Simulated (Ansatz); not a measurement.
**GdO (zincblende): a single-point run**

Aim: a sound single-point run of GdO (zincblende). The structure is shown as the input types it.

Computed with Ansatz 0.2.0 (DFT PBE+U, scalar-relativistic, plane waves, PAW, unless a step's input says otherwise).

2 further runs of the same task are left out: 1 that didn't finish, 1 set aside as unsound or not needed.

### Step 1. The system as given

The structure is cubic, space group F-43m (No. 216). Conventional cell: a = 5.397 Å, b = 5.397 Å, c = 5.397 Å, α = 90.00°, β = 90.00°, γ = 90.00°. Around Gd (site symmetry -43m) lie 4 O at 2.34 Å. Around O (site symmetry -43m) lie 4 Gd at 2.34 Å.

Structure file:

```cif
data_structure
_symmetry_space_group_name_H-M 'P 1'
_symmetry_Int_Tables_number 1
_cell_length_a 3.8162
_cell_length_b 3.8162
_cell_length_c 3.8162
_cell_angle_alpha 60.000
_cell_angle_beta 60.000
_cell_angle_gamma 60.000
_cell_volume 39.30
loop_
_atom_site_label
_atom_site_type_symbol
_atom_site_fract_x
_atom_site_fract_y
_atom_site_fract_z
_atom_site_occupancy
Gd1 Gd 0.00000 0.00000 0.00000 1
O1 O 0.25000 0.25000 0.25000 1
```

### Step 2. The run

Input file input.yaml:

```yaml
crystal:
  lattice:
    - [0.0, 2.6984308834, 2.6984308834]
    - [2.6984308834, 0.0, 2.6984308834]
    - [2.6984308834, 2.6984308834, 0.0]
  atoms:
    - { symbol: Gd, position: [0.0, 0.0, 0.0], spin: 7.0 }
    - { symbol: O, position: [0.25, 0.25, 0.25] }
basis:
  ecutwfc: 420
  ecutrho_ratio: 4
kpoints:
  mp_grid: { grid: [10, 10, 10] }
hamiltonian:
  xc: pbe
  hubbard: { sites: [{ species: Gd, l: f, u_eff: 6.0 }] }
scf:
  occupations: { method: gaussian, width: 0.05 }
  mixing: { algorithm: anderson, beta: 0.005, ndim: 1 }
  max_iter: 100
output:
  forces: true
  stress: true
magnetization:
  spin_polarized: true
```

Started as:

```bash
ansatz run input.yaml --threads 2 --pin off --max-ram 3072MiB --backend cpu --events-out ev --progress --plain --runs-dir out
```

What happens when this is run?

The run converged and reported no error, with warnings (filled band counts differ across k points, stability check not made). That alone doesn't make the input a sound one.

The suspect setting: scf.mixing.algorithm is anderson; scf.mixing.beta is 0.005; scf.mixing.ndim is 1. The risk: mixing too weak. The residual crept for many cycles and then fell at once, which so weak a step can't do by itself: the program changed its mixing. Several mixing settings were changed at once, so this run can't tell how much each is to blame.

Run again and compare: delete scf.mixing.algorithm, scf.mixing.beta and scf.mixing.ndim (the default then holds).
